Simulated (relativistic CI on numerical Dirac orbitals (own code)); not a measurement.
# Ions with 14 electrons, W⁶⁰⁺ to Au⁶⁵⁺: levels along an isoelectronic sequence

How do the lowest levels of 14-electron ions move as Z rises from 74 to 79? Each ion is run with the same configurations.

The numbers are computed with relativistic CI on numerical Dirac orbitals (own code) version 4 (Dirac-Coulomb-Breit CI, KLI orbitals optimised for each configuration, model QED (radiative potential, 1s self-energy scaled to tabulated hydrogen-like ionisation energies)), except any that are marked as measured or tabulated.

## (1) What is computed

- electrons: 14
- ions: W⁶⁰⁺, Re⁶¹⁺, Os⁶²⁺, Ir⁶³⁺, Pt⁶⁴⁺, Au⁶⁵⁺
- configurations: [Ne] 3s2 3p2; [Ne] 3s 3p3; [Ne] 3s2 3p 3d; [Ne] 3p4; [Ne] 3s 3p2 3d; [Ne] 3s2 3d2; [Ne] 3s 3d3; [Ne] 3p2 3d2; [Ne] 3p 3d3

## (2) W⁶⁰⁺ (Z = 74)

Settings, as recorded:

```ini
atom W  Z=74  charge=60  electrons=14
nucleus A=184  rms_radius_fm=5.3658
hamiltonian dirac-coulomb  breit=on  qed=on  c_scale=1
orbitals kli  potential=per-configuration
slater_scale 1
correlation none
mixing on
configurations
  [Ne] 3s2 3p2
  [Ne] 3s 3p3
  [Ne] 3s2 3p 3d
  [Ne] 3p4
  [Ne] 3s 3p2 3d
  [Ne] 3s2 3d2
  [Ne] 3s 3d3
  [Ne] 3p2 3d2
  [Ne] 3p 3d3
end
```

The run is started by

```
$ python run_levels.py task.json out
```

The settings of every run stand in task.json; they run in order.

## (3) Re⁶¹⁺ (Z = 75)

Changes to the settings of step 2:

```diff
@@ -1,3 +1,3 @@
-atom W  Z=74  charge=60  electrons=14
-nucleus A=184  rms_radius_fm=5.3658
+atom Re  Z=75  charge=61  electrons=14
+nucleus A=187  rms_radius_fm=5.3698
 hamiltonian dirac-coulomb  breit=on  qed=on  c_scale=1
```

## (4) Os⁶²⁺ (Z = 76)

Changes to the settings of step 3:

```diff
@@ -1,3 +1,3 @@
-atom Re  Z=75  charge=61  electrons=14
-nucleus A=187  rms_radius_fm=5.3698
+atom Os  Z=76  charge=62  electrons=14
+nucleus A=192  rms_radius_fm=5.4126
 hamiltonian dirac-coulomb  breit=on  qed=on  c_scale=1
```

## (5) Ir⁶³⁺ (Z = 77)

Changes to the settings of step 4:

```diff
@@ -1,3 +1,3 @@
-atom Os  Z=76  charge=62  electrons=14
-nucleus A=192  rms_radius_fm=5.4126
+atom Ir  Z=77  charge=63  electrons=14
+nucleus A=193  rms_radius_fm=5.4032
 hamiltonian dirac-coulomb  breit=on  qed=on  c_scale=1
```

## (6) Pt⁶⁴⁺ (Z = 78)

Changes to the settings of step 5:

```diff
@@ -1,3 +1,3 @@
-atom Ir  Z=77  charge=63  electrons=14
-nucleus A=193  rms_radius_fm=5.4032
+atom Pt  Z=78  charge=64  electrons=14
+nucleus A=195  rms_radius_fm=5.4270
 hamiltonian dirac-coulomb  breit=on  qed=on  c_scale=1
```

## (7) Au⁶⁵⁺ (Z = 79)

Changes to the settings of step 6:

```diff
@@ -1,3 +1,3 @@
-atom Pt  Z=78  charge=64  electrons=14
-nucleus A=195  rms_radius_fm=5.4270
+atom Au  Z=79  charge=65  electrons=14
+nucleus A=197  rms_radius_fm=5.4371
 hamiltonian dirac-coulomb  breit=on  qed=on  c_scale=1
```

(Steps that only read results are left out.)

What does the calculation give? Wanted: lowest level, first ion; lowest level, last ion; changes of the lowest level; interval 3P0 to 3P1; mean jj purity of the low levels.

As calculated:

```
                        quantity                        value
         lowest level, first ion            3p2 [3p1/2^2] J=0
          lowest level, last ion            3p2 [3p1/2^2] J=0
     changes of the lowest level                         none
             interval 3P0 to 3P1  2.805e+06 to 3.869e+06 cm⁻¹
mean jj purity of the low levels                         94 %
```

What this shows: The lowest level stays 3p2 [3p1/2^2] J=0 throughout. Over these ions the splitting within 3p2 3P follows Z^4.9, steeper than the fourth power of a bare nucleus: screening and higher orders in (Zα)² of the Dirac splitting both add to it. Only the listed configurations are in the model.
